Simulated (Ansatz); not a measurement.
**CH₈FNOSi₂: a ladder of functionals and wavefunction methods**

The task here is to estimate one member of a computed series from the others.

Method: functionals in def2-TZVPP, the program's frozen cores in correlated methods; program: Ansatz 0.2.0, Gaussian basis.

Levels to be run: PBE-D4, r2SCAN-D4, PBE0-D4, B3LYP-D4, ωB97X-V, ωB97M-V, B2PLYP; CCSD(T)/def2-TZVPP; MP2/def2-QZVPP; extrapolation to the limit.

### The relaxed structure

An earlier PBE0-D4 in a triple-zeta def2 set relaxation fixed the geometry.

SMILES `CO[Si](N)(F)[SiH3]`, 14 atoms, charge 0, spin multiplicity 1.

Atoms are counted from 1 here; the program's logs count them from 0.

Bond lengths: C1–O2 1.414 Å, C1–H7 1.093 Å, C1–H8 1.094 Å, C1–H9 1.091 Å, O2–Si3 1.627 Å, Si3–N4 1.705 Å, Si3–F5 1.603 Å, Si3–Si6 2.335 Å, N4–H10 1.006 Å, N4–H11 1.007 Å, Si6–H12 1.487 Å, Si6–H13 1.489 Å, Si6–H14 1.489 Å. Angles: O2–C1–H7 110.3°, O2–C1–H8 111.5°, O2–C1–H9 108.3°, H7–C1–H8 108.9°, H7–C1–H9 108.8°, H8–C1–H9 109.1°, C1–O2–Si3 126.0°, O2–Si3–N4 110.7°, O2–Si3–F5 111.5°, O2–Si3–Si6 104.8°, N4–Si3–F5 103.2°, N4–Si3–Si6 117.7°, F5–Si3–Si6 109.0°, Si3–N4–H10 121.8°, Si3–N4–H11 120.5°, H10–N4–H11 112.0°, Si3–Si6–H12 112.0°, Si3–Si6–H13 109.9° and more.

Set-up of the first run:

The input, in.yaml:

```yaml
crystal:
  periodic: [false, false, false]
  atoms:
    - {symbol: C, position_ang: [1.220098, -1.057715, -1.723750]}
    - {symbol: O, position_ang: [0.863304, -0.753532, -0.389381]}
    - {symbol: Si, position_ang: [-0.515583, -0.037894, 0.093109]}
    - {symbol: N, position_ang: [-0.822968, 1.362299, -0.830501]}
    - {symbol: F, position_ang: [-1.793027, -0.960427, -0.203887]}
    - {symbol: Si, position_ang: [-0.280766, 0.215510, 2.402490]}
    - {symbol: H, position_ang: [0.816047, -2.032010, -2.011648]}
    - {symbol: H, position_ang: [0.848534, -0.300540, -2.420400]}
    - {symbol: H, position_ang: [2.308770, -1.096227, -1.786585]}
    - {symbol: H, position_ang: [-0.189930, 2.144496, -0.835052]}
    - {symbol: H, position_ang: [-1.768207, 1.641385, -1.035338]}
    - {symbol: H, position_ang: [0.035833, -1.071815, 3.075853]}
    - {symbol: H, position_ang: [-1.537856, 0.763069, 2.982268]}
    - {symbol: H, position_ang: [0.815781, 1.183400, 2.682822]}
basis:
  gaussian: {orbitals: def2-TZVPP}
hamiltonian: {xc: pbe, dispersion: d4}
output: {forces: true, orbitals: {seedname: orbitals}}
```

On the command line:

```console
$ ansatz run in.yaml --threads 2 --pin off --events-out ev --progress --plain --max-ram 22528MiB --backend cuda --devices 0, --max-vram 18GiB
```

Among the steps run: PBE-D4 (GGA); r2SCAN-D4 (meta-GGA); PBE0-D4 (hybrid); B3LYP-D4 (hybrid); ωB97X-V (range-separated); ωB97M-V (range-separated); B2PLYP (double hybrid); CCSD(T) in def2-TZVPP; MP2 in def2-QZVPP.

One table of the session follows, with a row left open; its other results are not shown here.

| method | atomisation energy (kJ/mol) |
| --- | --- |
| PBE-D4 | 5136.2 |
| r2SCAN-D4 | 5085.5 |
| PBE0-D4 | 5052.6 |
| B3LYP-D4 | 5090.4 |
| ωB97X-V | 5119.5 |
| ωB97M-V | ? |
| B2PLYP | 5032.2 |
| HF/def2-TZVPP | 3699.9 |
| MP2/def2-TZVPP | 5021.9 |
| CCSD/def2-TZVPP | 4889.6 |
| CCSD(T)/def2-TZVPP | 4955.4 |
| MP2/CBS | 5172.1 |
| CCSD(T)/CBS | 5105.7 |

Estimate the missing values for ωB97M-V.

**Answer.** atomisation energy (kJ/mol): 5104.1. In the column «atomisation energy (kJ/mol)» it lies between B3LYP-D4 (5090.4) and CCSD(T)/CBS (5105.7).
